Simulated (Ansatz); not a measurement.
# ZnInP: what a guessed cell relaxes into

The task: take a trial cell of ZnInP to zero force and stress.

Computed with Ansatz 0.2.0 (DFT PBE, scalar-relativistic, plane waves, PAW, unless a step's input says otherwise).

### Step 1. The structure to begin with

It takes space group P-6m2 (No. 187, hexagonal). The conventional cell has a = 3.670 Å, b = 3.670 Å, c = 5.447 Å, α = 90.00°, β = 90.00°, γ = 120.00°. Zn (site symmetry -6m2) has 3 In at 2.12 Å as nearest neighbours. In (site symmetry -6m2) is surrounded by 3 Zn at 2.12 Å and 2 P at 2.72 Å. P (site symmetry -6m2) is surrounded by 2 In at 2.72 Å.

As a file:

```xyz
3
Lattice="3.6697 0.0000 0.0000 -1.8348 3.1780 0.0000 0.0000 0.0000 5.4472" Properties=species:S:1:pos:R:3 pbc="T T T"
Zn    0.0000    0.0000    2.7236
In    0.0000    2.1187    2.7236
P     0.0000    2.1187    0.0000
```

The cell is invented: random cell by space group and Wyckoff sites (P-6m2, No. 187). The dimensions are guesses.

### Step 2. A first look at the guess

Input file input.yaml:

```yaml
crystal:
  lattice:
    - [3.6696733, 0.0, 0.0]
    - [-1.83483665, 3.1780303, 0.0]
    - [0.0, 0.0, 5.44715584]
  atoms:
    - { symbol: Zn, position: [0.0, 0.0, 0.5] }
    - { symbol: In, position: [0.33333333, 0.66666667, 0.5] }
    - { symbol: P, position: [0.33333333, 0.66666667, 0.0] }
basis:
  ecutwfc: 420
kpoints:
  mp_grid: { grid: [6, 6, 4] }
hamiltonian:
  xc: pbe
scf:
  occupations: { method: gaussian, width: 0.1 }
  lower_state_search: "off"
output:
  forces: true
  stress: true
  eigenvalues: true
```

Run with:

```
$ ansatz run input.yaml --threads 1 --pin off --max-ram 2560MiB --backend cpu --events-out ev --progress --plain --runs-dir out
```

Output, cut to the lines that bear on the results:

```text
Warning: RAYON_NUM_THREADS=1 ignored (pool sized by the plan → 1); use --threads N
[...]
Pseudopotentials: kind: paw
Pseudopotential: Zn, paw, valence charge 12, recommended cutoff 420 eV (normal), Zn.paw.azcp
Pseudopotential: In, paw, valence charge 13, recommended cutoff 420 eV (normal), In.paw.azcp
Pseudopotential: P, paw, valence charge 5, recommended cutoff 420 eV (normal), P.paw.azcp
Functional definition: PBE
[...]
Crystal: 3 atoms, lattice volume = 63.527 Å³
Basis set: ecut = 420 eV, 1207 PW (Γ), exchange–correlation on 50×50×80 points (8 copies of the dense FFT grid, shifted against one another)
Bands: 19, of which v1, the nominal top of the filled ones, is band 15 counted from 1 (14 counted from 0)
Symmetry: 12 space group operations
Space group: P-6m2 (ITA 187), of the structure as read, at distance tolerance 4.0e-5 Å
k-points: 21 of 144 (time reversal used)
[...]
SCF iter   1: F=—  HF=-9666.231207 eV  |F-HF|=—  |Δ(HF+E_count)|=         —  Δρ=7.10e-3  dr2=1.35e-1  ethr=1.77e-3  ⟨swp⟩=6.4  Hψ=2094  notcnv=0
[...]
SCF iter   9: F=-9666.206994 eV  HF=-9666.206994 eV  |F-HF|=1.75e-10  |Δ(HF+E_count)|=   1.45e-8  Δρ=2.92e-6  dr2=6.81e-9  ethr=3.33e-10  ⟨swp⟩=7.9  Hψ=1912  notcnv=0
[...]
SCF converged after 9 iterations
Free energy (F): -9666.206994 eV
[...]
E sigma→0 (E₀):  -9666.201291 eV
Entropy (-TS):   -0.011407 eV (-3.802 meV/atom)
Fermi energy:    8.132506 eV
[...]
--- Forces (eV/Å), atoms counted from 1 ---
  atom   1  Zn     0.00000000     0.00000000     0.00000000
  atom   2  In     0.00000000    -0.00000000     0.00000000
  atom   3  P     -0.00000000    -0.00000000     0.00000000
[...]
--- Stress (GPa, compression-positive) ---
       51.893967       0.000000       0.000000
        0.000000      51.893967       0.000000
        0.000000       0.000000      -1.243713
  P = ⅓ Tr σ = 34.1814 GPa (341.814 kbar)
--- Band table (eV; the first three rows and the last of 21) ---
  k-point 0: bands = ["-7.3756", "-7.3756", "-7.2616", "-6.8424", "-6.8424", "-3.1063", "-0.7485", "-0.7485", "-0.3453", "-0.0786", "-0.0786", "1.4536", "3.7443", "9.3793", "9.3793", "12.9555", "13.5650", "13.5650", "14.2698"]
[...]
```

Run time: 2.7 s. Hardware: 1 thread of Arm Neoverse V2, shared host; peak memory 0.34 GiB.

Read-out: pressure 34.2 GPa, largest force 0.00 eV/Å, gap on this mesh none (metal). A guess like this is first relaxed loosely on the coarse mesh.

### Step 3. A loose first relaxation

Edit input.yaml of step 2 so:

```diff
@@ -22 +22,6 @@
   eigenvalues: true
+relax:
+  adjacent_minimum: "off"
+  f_tol: 0.04
+  max_steps: 70
+  cell: { stress_tol: 0.4 }
```

Run with:

```
$ ansatz run input.yaml --threads 1 --pin off --max-ram 2560MiB --backend cpu --events-out ev --progress --plain --runs-dir out
```

Output:

```text
Warning: RAYON_NUM_THREADS=1 ignored (pool sized by the plan → 1); use --threads N
Engine: ansatz 0.2.0, aarch64-unknown-linux-gnu
Pseudopotentials: kind: paw
Pseudopotential: Zn, paw, valence charge 12, recommended cutoff 420 eV (normal), Zn.paw.azcp
Pseudopotential: In, paw, valence charge 13, recommended cutoff 420 eV (normal), In.paw.azcp
Pseudopotential: P, paw, valence charge 5, recommended cutoff 420 eV (normal), P.paw.azcp
Functional definition: PBE
  parameter kappa = 0.804
  parameter beta = 0.06672455060314922
  exchange = pbe_x(kappa = kappa, mu = beta*pi^2/3)
  correlation = pbe_c(beta = beta)
Crystal: 3 atoms, lattice volume = 63.527 Å³
Basis set: ecut = 420 eV, 1207 PW (Γ), exchange–correlation on 50×50×80 points (8 copies of the dense FFT grid, shifted against one another)
Bands: 19, of which v1, the nominal top of the filled ones, is band 15 counted from 1 (14 counted from 0)
Symmetry: 12 space group operations
Space group: P-6m2 (ITA 187), of the structure as read, at distance tolerance 4.0e-5 Å
k-points: 21 of 144 (time reversal used)
Non-local potential: Zn, projectors of the file, l = 0: 2, l = 1: 2, l = 2: 3, l = 3: 1
Non-local potential: In, projectors of the file, l = 0: 2, l = 1: 2, l = 2: 2, l = 3: 2
Non-local potential: P, projectors of the file, l = 0: 2, l = 1: 2, l = 2: 2
PAW form: soft (Blöchl's): semilocal exchange-correlation on the pseudo side does not see the compensation charge
PAW one-centre angular grid: Zn, 590 points (default); XC on 64 Gauss nodes
PAW one-centre angular grid: In, 590 points (default); XC on 64 Gauss nodes
PAW one-centre angular grid: P, 110 points (default); XC on 64 Gauss nodes
Initial density: superposition of atomic densities (neutral atoms: chi_scale 0, normalization atom), corrected by the library's trained network
Initial wavefunctions: pseudopotential atomic-orbital guess
Functional: x = pbe(κ = 0.804, μ = 0.2195149727645171), c = pbe(β = 0.06672455060314922)
SCF iter   1: F=—  HF=-9666.231207 eV  |F-HF|=—  |Δ(HF+E_count)|=         —  Δρ=7.10e-3  dr2=1.35e-1  ethr=1.77e-3  ⟨swp⟩=6.4  Hψ=2094  notcnv=0
preconditioner: auto → Kerker (q_TF=auto, 2.408 Å⁻¹)  [metal: Δε(μ)=0.052 eV  Ē_g=12.497 eV  σ=0.100 eV  W_gap=0.28  n_scr=22 (ndim 8)  ℏωp=25.5 eV  f_vac=0.000  D(μ)=2.05/eV (n_scr^D=22)]
SCF iter   2: F=—  HF=-9666.213561 eV  |F-HF|=—  |Δ(HF+E_count)|=   1.76e-2  Δρ=3.14e-3  dr2=2.53e-2  ethr=4.50e-4  ⟨swp⟩=1.9  Hψ=599  notcnv=0  defer=1
SCF iter   3: F=—  HF=-9666.209261 eV  |F-HF|=—  |Δ(HF+E_count)|=   4.30e-3  Δρ=2.69e-3  dr2=7.67e-3  ethr=8.43e-5  ⟨swp⟩=2.0  Hψ=536  notcnv=0  defer=1
SCF iter   4: F=—  HF=-9666.207083 eV  |F-HF|=—  |Δ(HF+E_count)|=   2.18e-3  Δρ=9.59e-4  dr2=9.75e-4  ethr=2.56e-5  ⟨swp⟩=2.0  Hψ=556  notcnv=0  defer=1
SCF iter   5: F=—  HF=-9666.206982 eV  |F-HF|=—  |Δ(HF+E_count)|=   1.01e-4  Δρ=3.34e-4  dr2=8.92e-5  ethr=3.25e-6  ⟨swp⟩=2.0  Hψ=627  notcnv=0  defer=3
SCF iter   6: F=—  HF=-9666.206993 eV  |F-HF|=—  |Δ(HF+E_count)|=   1.15e-5  Δρ=1.13e-4  dr2=1.21e-5  ethr=2.97e-7  ⟨swp⟩=2.0  Hψ=601  notcnv=0  defer=3
SCF iter   7: F=—  HF=-9666.206994 eV  |F-HF|=—  |Δ(HF+E_count)|=   1.16e-6  Δρ=4.02e-5  dr2=1.07e-6  ethr=4.02e-8  ⟨swp⟩=2.7  Hψ=721  notcnv=0  defer=4
SCF iter   8: F=—  HF=-9666.206994 eV  |F-HF|=—  |Δ(HF+E_count)|=   8.03e-9  Δρ=1.38e-5  dr2=1.01e-7  ethr=3.55e-9  ⟨swp⟩=2.0  Hψ=696  notcnv=0  defer=4
SCF iter   9: F=-9666.206994 eV  HF=-9666.206994 eV  |F-HF|=1.75e-10  |Δ(HF+E_count)|=   1.46e-8  Δρ=2.92e-6  dr2=6.81e-9  ethr=3.33e-10  ⟨swp⟩=7.9  Hψ=1912  notcnv=0
SCF 1 converged in 9 iterations: F = -9666.206994 eV  dr2 = 6.81e-9
relax step   1: F+E_penalty+E_count = -9666.20699426 eV  Δ(F+E_penalty+E_count) = +0.000e0 eV  max|allowed force component| = 4.325e-16 eV/Å  Δτ_max = 0.0000 Å  P = +34.181 GPa  Ω = 63.527 Å³  (9 SCF iters, dr2 threshold 1.00e-7 eV, accepted)
Crystal: 3 atoms, lattice volume = 69.749 Å³
Basis set: ecut = 420 eV, 1351 PW (Γ), exchange–correlation on 50×50×80 points (8 copies of the dense FFT grid, shifted against one another)
Initial density: handed on by an earlier stage of this run
Initial wavefunctions: those handed on with the density
iter 1 solved again at ethr=1.42e-4 eV; its pass at ethr=3.10e-3 eV (dr2=4.25e-2 eV) is discarded
SCF iter   1: F=—  HF=-9667.806372 eV  |F-HF|=—  |Δ(HF+E_count)|=         —  Δρ=5.25e-3  dr2=4.21e-2  ethr=1.42e-4  ⟨swp⟩=1.4  Hψ=2824  notcnv=0
preconditioner: auto → Resta (q_TF=auto, 2.370 Å⁻¹)  ε∞=5.0  [insulator: Δε(μ)=0.252 eV  Ē_g=12.170 eV  σ=0.100 eV  W_gap=0.53  n_scr=22 (ndim 8)  ℏωp=24.4 eV  f_vac=0.001  D(μ)=2.84/eV (n_scr^D=22)  ε∞_Penn≈5.0]
SCF iter   2: F=—  HF=-9667.798312 eV  |F-HF|=—  |Δ(HF+E_count)|=   8.06e-3  Δρ=2.09e-3  dr2=3.14e-3  ethr=1.40e-4  ⟨swp⟩=1.6  Hψ=421  notcnv=0
preconditioner: auto → Kerker (q_TF=auto, 2.370 Å⁻¹)  [metal: Δε(μ)=0.017 eV  Ē_g=12.170 eV  σ=0.100 eV  W_gap=0.10  n_scr=22 (ndim 8)  ℏωp=24.4 eV  f_vac=0.000  D(μ)=2.79/eV (n_scr^D=22)]
SCF iter   3: F=—  HF=-9667.797669 eV  |F-HF|=—  |Δ(HF+E_count)|=   6.43e-4  Δρ=7.90e-4  dr2=4.95e-4  ethr=1.05e-5  ⟨swp⟩=2.6  Hψ=702  notcnv=0
SCF iter   4: F=—  HF=-9667.797640 eV  |F-HF|=—  |Δ(HF+E_count)|=   2.92e-5  Δρ=2.97e-4  dr2=7.09e-5  ethr=1.65e-6  ⟨swp⟩=2.0  Hψ=593  notcnv=0
SCF iter   5: F=—  HF=-9667.797635 eV  |F-HF|=—  |Δ(HF+E_count)|=   4.73e-6  Δρ=3.25e-4  dr2=5.43e-5  ethr=2.36e-7  ⟨swp⟩=2.1  Hψ=711  notcnv=0
SCF iter   6: F=—  HF=-9667.797621 eV  |F-HF|=—  |Δ(HF+E_count)|=   1.44e-5  Δρ=1.09e-4  dr2=7.48e-6  ethr=1.81e-7  ⟨swp⟩=2.0  Hψ=511  notcnv=0
SCF iter   7: F=—  HF=-9667.797619 eV  |F-HF|=—  |Δ(HF+E_count)|=   1.17e-6  Δρ=2.63e-5  dr2=6.53e-7  ethr=2.49e-8  ⟨swp⟩=2.4  Hψ=671  notcnv=0
SCF iter   8: F=-9667.797620 eV  HF=-9667.797620 eV  |F-HF|=1.15e-8  |Δ(HF+E_count)|=   2.39e-7  Δρ=7.23e-6  dr2=8.14e-8  ethr=1.00e-9  ⟨swp⟩=7.0  Hψ=2014  notcnv=0
SCF 2 converged in 8 iterations: F = -9667.797620 eV  dr2 = 8.14e-8
relax step   2: F+E_penalty+E_count = -9667.79761957 eV  Δ(F+E_penalty+E_count) = -1.591e0 eV  max|allowed force component| = 2.521e-16 eV/Å  Δτ_max = 0.0000 Å  P = +19.500 GPa  Ω = 69.749 Å³  energy of the carried Pulay correction = -3.193e-3 eV  (8 SCF iters, dr2 threshold 3.00e-7 eV, accepted)
Crystal: 3 atoms, lattice volume = 75.684 Å³
Basis set: ecut = 420 eV, 1483 PW (Γ), exchange–correlation on 50×50×80 points (8 copies of the dense FFT grid, shifted against one another)
iter 1 solved again at ethr=2.20e-4 eV; its pass at ethr=3.10e-3 eV (dr2=6.59e-2 eV) is discarded
SCF iter   1: F=—  HF=-9668.775744 eV  |F-HF|=—  |Δ(HF+E_count)|=         —  Δρ=5.97e-3  dr2=6.62e-2  ethr=2.20e-4  ⟨swp⟩=1.1  Hψ=2851  notcnv=0
preconditioner: auto → Kerker (q_TF=auto, 2.338 Å⁻¹)  [metal: Δε(μ)=0.056 eV  Ē_g=11.756 eV  σ=0.100 eV  W_gap=0.31  n_scr=22 (ndim 8)  ℏωp=23.4 eV  f_vac=0.008  D(μ)=3.43/eV (n_scr^D=22)]
SCF iter   2: F=—  HF=-9668.765813 eV  |F-HF|=—  |Δ(HF+E_count)|=   9.93e-3  Δρ=2.72e-3  dr2=1.38e-2  ethr=2.20e-4  ⟨swp⟩=1.0  Hψ=399  notcnv=0
SCF iter   3: F=—  HF=-9668.763468 eV  |F-HF|=—  |Δ(HF+E_count)|=   2.34e-3  Δρ=7.93e-4  dr2=6.58e-4  ethr=4.60e-5  ⟨swp⟩=2.0  Hψ=456  notcnv=0
SCF iter   4: F=—  HF=-9668.763627 eV  |F-HF|=—  |Δ(HF+E_count)|=   1.58e-4  Δρ=1.03e-3  dr2=6.49e-4  ethr=2.19e-6  ⟨swp⟩=3.9  Hψ=877  notcnv=0
SCF iter   5: F=—  HF=-9668.763366 eV  |F-HF|=—  |Δ(HF+E_count)|=   2.60e-4  Δρ=1.47e-4  dr2=4.24e-5  ethr=2.16e-6  ⟨swp⟩=2.1  Hψ=573  notcnv=0
SCF iter   6: F=—  HF=-9668.763345 eV  |F-HF|=—  |Δ(HF+E_count)|=   2.10e-5  Δρ=7.69e-5  dr2=6.05e-6  ethr=1.41e-7  ⟨swp⟩=2.3  Hψ=667  notcnv=0  defer=1
SCF iter   7: F=—  HF=-9668.763349 eV  |F-HF|=—  |Δ(HF+E_count)|=   3.25e-6  Δρ=2.00e-5  dr2=4.70e-7  ethr=2.02e-8  ⟨swp⟩=2.0  Hψ=599  notcnv=0  defer=1
SCF iter   8: F=-9668.763349 eV  HF=-9668.763349 eV  |F-HF|=2.95e-8  |Δ(HF+E_count)|=   3.41e-7  Δρ=1.10e-5  dr2=7.11e-8  ethr=1.00e-9  ⟨swp⟩=7.4  Hψ=2047  notcnv=0
SCF 3 converged in 8 iterations: F = -9668.763349 eV  dr2 = 7.11e-8
relax step   3: F+E_penalty+E_count = -9668.76334902 eV  Δ(F+E_penalty+E_count) = -9.657e-1 eV  max|allowed force component| = 1.357e-16 eV/Å  Δτ_max = 0.0000 Å  P = +10.451 GPa  Ω = 75.684 Å³  energy of the carried Pulay correction = -5.999e-3 eV  (8 SCF iters, dr2 threshold 3.00e-7 eV, accepted)
[... from here on, the SCF cycles and remarks between the steps are left out ...]
relax step   4: F+E_penalty+E_count = -9669.39638814 eV  Δ(F+E_penalty+E_count) = -6.330e-1 eV  max|allowed force component| = 7.710e-17 eV/Å  Δτ_max = 0.0000 Å  P = +5.124 GPa  Ω = 80.223 Å³  energy of the carried Pulay correction = -8.054e-3 eV  (8 SCF iters, dr2 threshold 3.00e-7 eV, accepted)
relax step   5: F+E_penalty+E_count = -9669.77801360 eV  Δ(F+E_penalty+E_count) = -3.816e-1 eV  max|allowed force component| = 2.344e-16 eV/Å  Δτ_max = 0.0000 Å  P = +2.528 GPa  Ω = 81.926 Å³  energy of the carried Pulay correction = -8.892e-3 eV  (7 SCF iters, dr2 threshold 3.00e-7 eV, accepted)
relax step   6: F+E_penalty+E_count = -9669.79013134 eV  Δ(F+E_penalty+E_count) = -1.212e-2 eV  max|allowed force component| = 2.344e-16 eV/Å  Δτ_max = 0.0000 Å  P = +3.286 GPa  Ω = 82.164 Å³  energy of the carried Pulay correction = -9.117e-3 eV  (7 SCF iters, dr2 threshold 3.00e-7 eV, accepted)
relax step   7: F+E_penalty+E_count = -9669.86954541 eV  Δ(F+E_penalty+E_count) = -7.941e-2 eV  max|allowed force component| = 1.604e-16 eV/Å  Δτ_max = 0.0000 Å  P = -0.253 GPa  Ω = 85.703 Å³  energy of the carried Pulay correction = -1.045e-2 eV  (7 SCF iters, dr2 threshold 3.00e-7 eV, accepted)
relax step   8: F+E_penalty+E_count = -9669.87028696 eV  Δ(F+E_penalty+E_count) = -7.415e-4 eV  max|allowed force component| = 1.110e-16 eV/Å  Δτ_max = 0.0000 Å  P = -0.039 GPa  Ω = 85.448 Å³  energy of the carried Pulay correction = -1.036e-2 eV  (4 SCF iters, dr2 threshold 3.00e-7 eV, accepted)
relax step   9: F+E_penalty+E_count = -9670.04945373 eV  Δ(F+E_penalty+E_count) = -1.792e-1 eV  max|allowed force component| = 8.635e-17 eV/Å  Δτ_max = 0.0000 Å  P = +2.848 GPa  Ω = 85.448 Å³  stress off target by 4.16e0 GPa  SCF on the basis re-selected at this cell (its energy is not comparable with the rows above)  (8 SCF iters)
relax step  10: F+E_penalty+E_count = -9670.11308729 eV  Δ(F+E_penalty+E_count) = -6.363e-2 eV  max|allowed force component| = 1.234e-16 eV/Å  Δτ_max = 0.0000 Å  P = +1.754 GPa  Ω = 88.544 Å³  energy of the carried Pulay correction = -8.329e-4 eV  (6 SCF iters, dr2 threshold 3.00e-7 eV, accepted)
relax step  11: F+E_penalty+E_count = -9670.16095415 eV  Δ(F+E_penalty+E_count) = -4.787e-2 eV  max|allowed force component| = 1.234e-16 eV/Å  Δτ_max = 0.0000 Å  P = +0.369 GPa  Ω = 93.854 Å³  energy of the carried Pulay correction = -2.629e-3 eV  (6 SCF iters, dr2 threshold 3.00e-7 eV, accepted)
relax step  12: F+E_penalty+E_count = -9670.16376889 eV  Δ(F+E_penalty+E_count) = -2.815e-3 eV  max|allowed force component| = 2.035e-16 eV/Å  Δτ_max = 0.0000 Å  P = +0.073 GPa  Ω = 95.433 Å³  energy of the carried Pulay correction = -3.261e-3 eV  (5 SCF iters, dr2 threshold 3.00e-7 eV, accepted)
iter 1 solved again at ethr=4.38e-7 eV; its pass at ethr=3.10e-3 eV (dr2=1.31e-4 eV) is discarded
SCF iter   1: F=—  HF=-9670.156526 eV  |F-HF|=—  |Δ(HF+E_count)|=         —  Δρ=6.16e-4  dr2=1.94e-5  ethr=4.38e-7  ⟨swp⟩=4.0  Hψ=3270  notcnv=0
preconditioner: auto → LDOS  [insulator: Δε(μ)=0.123 eV  Ē_g=11.303 eV  σ=0.100 eV  W_gap=0.50  n_scr=20 (ndim 8)  ℏωp=20.8 eV  f_vac=0.093  D(μ)=1.52/eV (n_scr^D=8)  ε∞_Penn≈4.4  β→1.0]
SCF iter   2: F=—  HF=-9670.166243 eV  |F-HF|=—  |Δ(HF+E_count)|=   9.72e-3  Δρ=1.25e-4  dr2=1.58e-5  ethr=6.48e-8  ⟨swp⟩=2.8  Hψ=740  notcnv=0
SCF iter   3: F=—  HF=-9670.166217 eV  |F-HF|=—  |Δ(HF+E_count)|=   2.62e-5  Δρ=9.60e-5  dr2=5.85e-6  ethr=5.27e-8  ⟨swp⟩=2.0  Hψ=590  notcnv=0
SCF iter   4: F=—  HF=-9670.166231 eV  |F-HF|=—  |Δ(HF+E_count)|=   1.40e-5  Δρ=2.21e-5  dr2=3.89e-7  ethr=1.95e-8  ⟨swp⟩=2.0  Hψ=572  notcnv=0
SCF iter   5: F=—  HF=-9670.166243 eV  |F-HF|=—  |Δ(HF+E_count)|=   1.22e-5  Δρ=7.58e-6  dr2=9.57e-8  ethr=1.30e-9  ⟨swp⟩=2.1  Hψ=647  notcnv=0
SCF iter   6: F=-9670.166243 eV  HF=-9670.166243 eV  |F-HF|=2.58e-9  |Δ(HF+E_count)|=   3.21e-7  Δρ=1.04e-6  dr2=1.13e-9  ethr=6.40e-12  ⟨swp⟩=5.2  Hψ=2291  notcnv=0
SCF 13 converged in 6 iterations: F = -9670.166243 eV  dr2 = 1.13e-9
relax step  13: F+E_penalty+E_count = -9670.16624347 eV  Δ(F+E_penalty+E_count) = -2.475e-3 eV  max|allowed force component| = 2.035e-16 eV/Å  Δτ_max = 0.0000 Å  P = +0.051 GPa  Ω = 95.433 Å³  stress off target by 9.66e-2 GPa  SCF on the basis re-selected at this cell (its energy is not comparable with the rows above)  (6 SCF iters)
basis re-selected at this cell: Δ(F+E_penalty+E_count) = -2.475e-3 eV, ΔP = -0.022 GPa vs the last step (what re-selecting the basis moved, of the pressure what is left beyond the Pulay correction that the steps carried, after the strain that the cell walked since its last selection, with what the two solves' SCF thresholds leave and, on support functions, any second-order correction that the steps lacked; it is no measure of the basis error at this ecutwfc). This SCF's stress stands 9.66e-2 GPa from its target on what of the cell is left free (relax.cell.stress_tol is 4.00e-1 GPa) and its largest allowed force component is 2.04e-16 eV/Å (relax.f_tol is 4.00e-2 eV/Å): within both
SCF converged after 6 iterations
Free energy (F): -9670.166243 eV
Harris-Foulkes:  -9670.166243 eV  (|F-HF|=2.58e-9)
Internal energy: -9670.158691 eV  (E = F + TS)
E sigma→0 (E₀):  -9670.162467 eV
Entropy (-TS):   -0.007552 eV (-2.517 meV/atom)
Fermi energy:    3.794932 eV
--- Per-component energies (eV) ---
  E_band       = -137.578376
  E_kinetic    = 438.918908
  E_local      = -3921.153460  (includes V_loc(G=0)·N_el)
  E_nonlocal   = 1013.094760
  E_hartree    = 1621.494417
  E_xc         = -410.399923
  E_vxc        = -206.953185  (∫ρ·V_xc dr)
  E_paw        = -6549.973853  (= ΣΔE_a)
  E_vpaw       = -704.473609  (= ΣTr[D̂ρ^β])
  E_aug_tail   = -0.000335  (compensation charges beyond the density's cutoff)
  E_ewald      = -1862.139205
  E_smearing   = -0.007552  (= −TS)
  E_closure    = -0.000000  (closes the sum)
  Σ components = -9670.166243   (vs F -9670.166243, Δ=0.00e0)
--- Forces (eV/Å), atoms counted from 1 ---
  atom   1  Zn    -0.00000000    -0.00000000    -0.00000000
  atom   2  In     0.00000000     0.00000000     0.00000000
  atom   3  P     -0.00000000    -0.00000000    -0.00000000
  max |Σ_I F_I| component: 2.22e-16 eV/Å
--- Stress (GPa, compression-positive) ---
        0.096576       0.000000       0.000000
        0.000000       0.096576      -0.000000
        0.000000      -0.000000      -0.041150
  P = ⅓ Tr σ = 0.0507 GPa (0.507 kbar)
--- Band table (eV; the first three rows and the last of 21) ---
  k-point 0: bands = ["-11.0964", "-10.6760", "-10.6760", "-10.6476", "-10.6476", "-6.1062", "-3.0243", "-3.0243", "-2.9380", "-2.8746", "-2.8746", "-0.2017", "0.4493", "3.0441", "3.0441", "5.6802", "7.2122", "7.2122", "8.8380"]
  k-point 1: bands = ["-11.0251", "-10.6758", "-10.6758", "-10.6517", "-10.6517", "-5.9503", "-3.0906", "-3.0222", "-3.0222", "-2.8774", "-2.8774", "-2.1227", "2.7782", "3.3973", "3.3973", "6.5537", "6.5537", "6.6017", "7.4309"]
  k-point 2: bands = ["-10.9512", "-10.6755", "-10.6755", "-10.6558", "-10.6558", "-5.7067", "-3.6745", "-3.0200", "-3.0200", "-2.8801", "-2.8801", "-2.6083", "3.9744", "3.9744", "4.0412", "5.6141", "5.6141", "6.3436", "9.3006"]
  k-point 20: bands = ["-10.9414", "-10.6774", "-10.6743", "-10.6610", "-10.6600", "-5.5522", "-3.2976", "-2.9362", "-2.8937", "-2.8865", "-2.8566", "-1.9095", "0.6108", "2.7613", "3.0209", "3.1742", "7.3614", "8.5103", "9.9871"]
--- Relaxed structure (11 steps of the walk, 11 accepted, 2 SCFs on fresh bases) ---
  F+E_penalty+E_count = -9670.16624347 eV   max|allowed force component| = 2.035e-16 eV/Å   (the final SCF, on the basis selected at the relaxed cell)
  cell:  # Å, volume = 95.4328 Å³
    - [4.7545845168466885, 5.668038444254992e-33, 0.0]
    - [-2.3772922584233442, 4.117590976029392, 0.0]
    - [0.0, 0.0, 4.874630680108025]
  atoms:
    - { symbol: Zn, position: [-3.7007434016308455e-17, -2.4671622953265846e-17, 0.5] }
    - { symbol: In, position: [0.33333333333333337, 0.6666666666666666, 0.5] }
    - { symbol: P, position: [0.33333333333333337, 0.6666666666666666, 0.0] }
```

It took 43 s on 1 thread of Arm Neoverse V2, shared host; peak memory 0.36 GiB.

The steps of the relaxation:

| step | E - E(step 1) (eV/cell) | largest force component (eV/Å) | pressure (GPa) | volume (Å³) |
| --- | --- | --- | --- | --- |
| 1 | 0.0000 | 0.0000 | 34.18 | 63.53 |
| 2 | -1.5906 | 0.0000 | 19.50 | 69.75 |
| 3 | -2.5564 | 0.0000 | 10.45 | 75.68 |
| 4 | -3.1894 | 0.0000 | 5.12 | 80.22 |
| 5 | -3.5710 | 0.0000 | 2.53 | 81.93 |
| 6 | -3.5831 | 0.0000 | 3.29 | 82.16 |
| 7 | -3.6626 | 0.0000 | -0.25 | 85.70 |
| 8 | -3.6633 | 0.0000 | -0.04 | 85.45 |
| 9 | -3.8425 | 0.0000 | 2.85 | 85.45 |
| 10 | -3.9061 | 0.0000 | 1.75 | 88.54 |
| 11 | -3.9540 | 0.0000 | 0.37 | 93.85 |
| 12 | -3.9568 | 0.0000 | 0.07 | 95.43 |
| 13 | -3.9592 | 0.0000 | 0.05 | 95.43 |

Step 1 is the start. Steps 9, 13 each repeat the geometry before them on a plane-wave basis chosen anew, so the energy can jump there without any move.

|  | before | after | change |
| --- | --- | --- | --- |
| a (Å) | 3.670 | 4.755 | +29.6 % |
| b (Å) | 3.670 | 4.755 | +29.6 % |
| c (Å) | 5.447 | 4.875 | -10.5 % |
| volume (Å³/atom) | 21.18 | 31.81 | +50.2 % |
| shortest distance (Å) | 2.119 | 2.437 | +15.0 % |
| space group (0.01 Å) | P-6m2 | P-6m2 | same |

The run keeps the 12 symmetry operations of the start, so it could not have lowered the symmetry.

(Part 1 of 2 ends here.)
